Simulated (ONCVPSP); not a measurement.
# Platinum: generating and testing an ONCV potential

Aim: build the potential from the settings below, then test how well it stands in for the atom: other configurations, scattering, ghost states and the plane-wave cutoff that it needs.

Method: ONCVPSP 4.0.1, PBEsol, fully relativistic.

## (1) The design

The settings as typed:

| Property | Result |
| --- | --- |
| element | platinum (Pt, Z = 78) |
| type | optimised norm-conserving Vanderbilt (ONCV) |
| frozen core | [Kr] 4d10 |
| valence charge | 32 |
| reference configuration | 4f14 5s2 5p6 5d9 (charge +1) |
| partial waves | 5s: rc 1.50 bohr, ncon 4, nbas 8, qcut 10.4 1/bohr, 2 projectors, debl 1.2 Ha; 5p: rc 1.15 bohr, ncon 4, nbas 8, qcut 5.8 1/bohr, 2 projectors, debl 1.5 Ha; 5d: rc 1.60 bohr, ncon 4, nbas 8, qcut 6.9 1/bohr, 1 projector; 4f: rc 0.95 bohr, ncon 3, nbas 8, qcut 19.6 1/bohr, 2 projectors, debl 3.7 Ha |
| local potential | polynomial inside 0.80 bohr (lpopt 5, dvloc0 0 Ha) |
| core correction | polynomial model core, fcfact 0.2 |

The nodes and maxima of the atom's own shells, from an earlier all-electron run, set the scale for the radii.

All-electron outer shells of the reference configuration (PBEsol, scalar-relativistic, ld1.x):

```tsv
shell	level (eV)	outermost node (bohr)	outermost maximum (bohr)
5s	-110.12	0.49	0.87
4f	-78.33	–	0.38
5p	-64.33	0.53	0.98
5d	-14.33	0.57	1.26
6s	-12.89	1.14	2.30
6p	-6.56	1.35	3.06
```

## (2) The generation run

Input file Pt.dat:

```
# ATOM AND REFERENCE CONFIGURATION
# atsym  z   nc   nv     iexc    psfile
  Pt 78.00    9    4  -116133      upf
#
#   n    l    f
    1    0    2.00
    2    0    2.00
    2    1    6.00
    3    0    2.00
    3    1    6.00
    3    2   10.00
    4    0    2.00
    4    1    6.00
    4    2   10.00
    4    3   14.00
    5    0    2.00
    5    1    6.00
    5    2    9.00
#
# PSEUDOPOTENTIAL AND OPTIMIZATION
# lmax
    3
#
#   l,   rc,      ep,       ncon, nbas, qcut
    0    1.50    0.00    4    8   10.40
    1    1.15    0.00    4    8    5.80
    2    1.60    0.00    4    8    6.90
    3    0.95    0.00    3    8   19.60
#
# LOCAL POTENTIAL
# lloc, lpopt,  rc(5),   dvloc0
    4    5    0.80    0.00
#
# VANDERBILT-KLEINMAN-BYLANDER PROJECTORs
# l, nproj, debl
    0    2    1.20
    1    2    1.50
    2    1    1.10
    3    2    3.70
#
# MODEL CORE CHARGE
# icmod, fcfact, rcfact
    1    0.20    0.00
#
# LOG DERIVATIVE ANALYSIS
# epsh1, epsh2, depsh
   -6.00    5.00    0.04
#
# OUTPUT GRID
# rlmax, drl
    6.00    0.01
#
# TEST CONFIGURATIONS
# ncnf
    4
# nvcnf
#   n    l    f
    5
    4    3   14.00
    5    0    2.00
    5    1    6.00
    5    2    9.00
    6    0    1.00
#
    4
    4    3   14.00
    5    0    2.00
    5    1    6.00
    5    2    8.00
#
    4
    4    3   14.00
    5    0    2.00
    5    1    6.00
    5    2    7.00
#
    5
    4    3   14.00
    5    0    2.00
    5    1    6.00
    5    2    8.00
    6    0    2.00
#
```

The run is started by

```bash
$ oncvpspr.x < Pt.dat > Pt.out
```

What does the calculation give? Wanted: cutoffs for 1 and 0.1 mHa per electron, occupied waves; bound ghosts; GHOST(+) flags; largest test error; largest phase difference near zero energy, channels read; rms error of d²Exc/dn², without and with the model core; projector energies reset by the program.

**Answer**, as computed:

| quantity | value |
| --- | --- |
| cutoffs for 1 and 0.1 mHa per electron, occupied waves | 158 Ha and 172 Ha |
| bound ghosts | s at -331.03 eV |
| GHOST(+) flags | p3/2 at 166 eV, p1/2 at 246 eV |
| largest test error (AE − PS) | +14 meV, for 4f14 5s2 5p6 5d7 |
| largest phase difference near zero energy, channels read | 0.004 rad |
| rms error of d²Exc/dn², without and with the model core | 8.60 and 4.64 mHa |
| projector energies reset by the program | s: -4.037, 0.250 Ha; p: -2.215, 0.250 Ha |

In words: A bound ghost (s) makes it unfit for use: electrons can fall into a state that the atom doesn't have. By total energies transferability is good: the largest error is 14 meV on 52.3 eV, for 4f14 5s2 5p6 5d7. Atomic tests can pass in spite of a ghost, since they solve only for the levels asked. It counts as very hard, with 158 Ha needed at the looser tolerance. Near zero energy the phases of the channels with partial waves agree within 0.004 rad. The program also flags highly localised states, GHOST(+) (p3/2, p1/2).
